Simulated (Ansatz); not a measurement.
# C2H8GeN2S: the cost of one run

Method: RKS BHLYP/def2-SVP, in Ansatz 0.2.0.

## (1) The structure to begin with

Bond lengths: C1–C2 1.517 Å, C2–S3 1.801 Å, C2–N4 1.244 Å, N4–Ge5 1.885 Å, Ge5–N6 1.879 Å, C1–H7 1.132 Å, C1–H8 1.115 Å, C1–H9 1.045 Å, S3–H10 1.433 Å, Ge5–H11 1.522 Å, Ge5–H12 1.521 Å, N6–H13 1.075 Å, N6–H14 1.033 Å. Angles (14 of 20 angles, heavy atoms first): C1–C2–S3 119.6°, C1–C2–N4 119.4°, S3–C2–N4 120.7°, C2–N4–Ge5 127.3°, N4–Ge5–N6 110.0°, C2–C1–H7 109.2°, C2–C1–H8 106.2°, C2–C1–H9 114.5°, C2–S3–H10 91.2°, N4–Ge5–H11 106.6°, N4–Ge5–H12 109.3°, N6–Ge5–H11 110.3°, N6–Ge5–H12 110.2°, Ge5–N6–H13 108.7°.

As a file:

```xyz
14

C     0.5636   -0.0767    2.3597
C     0.4004    0.0748    0.8590
S     1.1695    1.4674    0.0157
N    -0.1742   -0.8204    0.2137
Ge   -0.4953   -0.8648   -1.6435
N    -1.6274    0.5531   -2.1334
H     1.1332    0.8145    2.7645
H    -0.4598    0.0044    2.7940
H     1.0220   -0.9675    2.6585
H     2.4016    0.7465   -0.1145
H     0.8594   -0.7172   -2.3224
H    -1.1310   -2.1961   -2.0119
H    -2.5140    0.5122   -1.5265
H    -1.1611    1.4405   -1.8841
```

## (2) Relaxing end A

Contents of input.yaml:

```yaml
crystal:
  periodic: [false, false, false]
  atoms:
    - { symbol: C, position_ang: [0.5636, -0.0767, 2.3597] }
    - { symbol: C, position_ang: [0.4004, 0.0748, 0.859] }
    - { symbol: S, position_ang: [1.1695, 1.4674, 0.0157] }
    - { symbol: "N", position_ang: [-0.1742, -0.8204, 0.2137] }
    - { symbol: Ge, position_ang: [-0.4953, -0.8648, -1.6435] }
    - { symbol: "N", position_ang: [-1.6274, 0.5531, -2.1334] }
    - { symbol: H, position_ang: [1.1332, 0.8145, 2.7645] }
    - { symbol: H, position_ang: [-0.4598, 0.0044, 2.794] }
    - { symbol: H, position_ang: [1.022, -0.9675, 2.6585] }
    - { symbol: H, position_ang: [2.4016, 0.7465, -0.1145] }
    - { symbol: H, position_ang: [0.8594, -0.7172, -2.3224] }
    - { symbol: H, position_ang: [-1.131, -2.1961, -2.0119] }
    - { symbol: H, position_ang: [-2.514, 0.5122, -1.5265] }
    - { symbol: H, position_ang: [-1.1611, 1.4405, -1.8841] }
basis:
  gaussian: { orbitals: def2-SVP }
hamiltonian:
  xc: { name: BHLYP }
relax:
  f_tol: 0.015
  max_steps: 40
```

The run is started by

```bash
ansatz run input.yaml --threads 2 --pin off --max-ram 3072MiB --backend cpu --events-out ev --progress --plain --runs-dir out
```

What time and memory should one allow on 2 threads of Intel Xeon Platinum 8488C (Sapphire Rapids), shared host?

About 2.7 min, with a peak of 0.51 GiB.
